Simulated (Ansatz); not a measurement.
# HfSi2B2: the cost of one run

Method: DFT PBE, scalar-relativistic, plane waves, PAW, in Ansatz 0.2.0.

### 1 The system as given

Symmetry: Pn-3m, No. 224, cubic system. The conventional cell has a = 5.121 Å, b = 5.121 Å, c = 5.121 Å, α = 90.00°, β = 90.00°, γ = 90.00°. Hf (site symmetry -43m) is surrounded by 4 Si at 2.22 Å and 4 B at 2.22 Å. Around Si (site symmetry -3m) lie 2 Hf at 2.22 Å. Around B (site symmetry -3m) lie 2 Hf at 2.22 Å.

Coordinates:

```
Hf Si B
1.0
     5.12087    0.00000    0.00000
     0.00000    5.12087    0.00000
     0.00000    0.00000    5.12087
Hf Si B
2 4 4
Direct
  0.00000 0.00000 0.00000
  0.50000 0.50000 0.50000
  0.75000 0.75000 0.75000
  0.25000 0.25000 0.75000
  0.25000 0.75000 0.25000
  0.75000 0.25000 0.25000
  0.25000 0.25000 0.25000
  0.75000 0.75000 0.25000
  0.75000 0.25000 0.75000
  0.25000 0.75000 0.75000
```

Recipe of the guess: random cell by space group and Wyckoff sites (Pn-3m, No. 224). The dimensions are guesses.

### 2 A first look at the guess

input.yaml reads:

```yaml
crystal:
  lattice:
    - [5.120875, 0.0, 0.0]
    - [0.0, 5.120875, 0.0]
    - [0.0, 0.0, 5.120875]
  atoms:
    - { symbol: Hf, position: [0.0, 0.0, 0.0] }
    - { symbol: Hf, position: [0.5, 0.5, 0.5] }
    - { symbol: Si, position: [0.75, 0.75, 0.75] }
    - { symbol: Si, position: [0.25, 0.25, 0.75] }
    - { symbol: Si, position: [0.25, 0.75, 0.25] }
    - { symbol: Si, position: [0.75, 0.25, 0.25] }
    - { symbol: B, position: [0.25, 0.25, 0.25] }
    - { symbol: B, position: [0.75, 0.75, 0.25] }
    - { symbol: B, position: [0.75, 0.25, 0.75] }
    - { symbol: B, position: [0.25, 0.75, 0.75] }
basis:
  ecutwfc: 420
kpoints:
  mp_grid: { grid: [4, 4, 4] }
hamiltonian:
  xc: pbe
scf:
  occupations: { method: gaussian, width: 0.1 }
  lower_state_search: "off"
output:
  forces: true
  stress: true
  eigenvalues: true
```

The run is started by

```bash
$ ansatz run input.yaml --threads 1 --pin off --max-ram 2560MiB --backend cpu --events-out ev --progress --plain --runs-dir out
```

**Question.** How long does this run take on 1 thread of Intel Xeon Platinum 8488C (Sapphire Rapids), shared host, and how much memory does it need?

About 4.3 s, with a peak of 0.47 GiB.
